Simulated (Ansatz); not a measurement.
# CW: the cost of one run

Method: def2-QZVPP, core rule «outside noble gas», up to 5 orbitals frozen; program: Ansatz 0.2.0, Gaussian basis.

Plan: UHF; ROHF; CCSD(T) on UHF.

2 further runs of the same task are left out: 2 set aside as unsound or not needed.

### 1 The system

The geometry is a PBE0/def2-TZVP stationary point (not a proven minimum) of the parent state, kept for this charge and spin. No spin-orbit coupling is included. Elements past krypton take def2 core potentials.

2 atoms, charge 0, spin multiplicity 5.

Atoms are counted from 1 here; the program's logs count them from 0.

Bond lengths: W1–C2 1.699 Å.

### 2 UHF

Contents of in.yaml:

```yaml
crystal:
  periodic: [false, false, false]
  atoms:
    - {symbol: W, position_ang: [0.000000, 0.000000, 0.000000]}
    - {symbol: C, position_ang: [0.000000, 0.000000, 1.698800]}
basis:
  gaussian: {orbitals: "def2-QZVPP.json"}
magnetization: {spin_polarized: true, initial_magnetization: 4}
hamiltonian: {xc: hf}
output: {orbitals: {seedname: orbitals}}
```

Run with:

```bash
$ ansatz run in.yaml --threads 1 --pin off --events-out ev --progress --plain --max-ram 4096MiB --backend cpu
```

**Question.** How long does this run take on 1 thread of AMD EPYC 7R13, shared host, and how much memory does it need?

About 17 s, with a peak of 0.31 GiB.
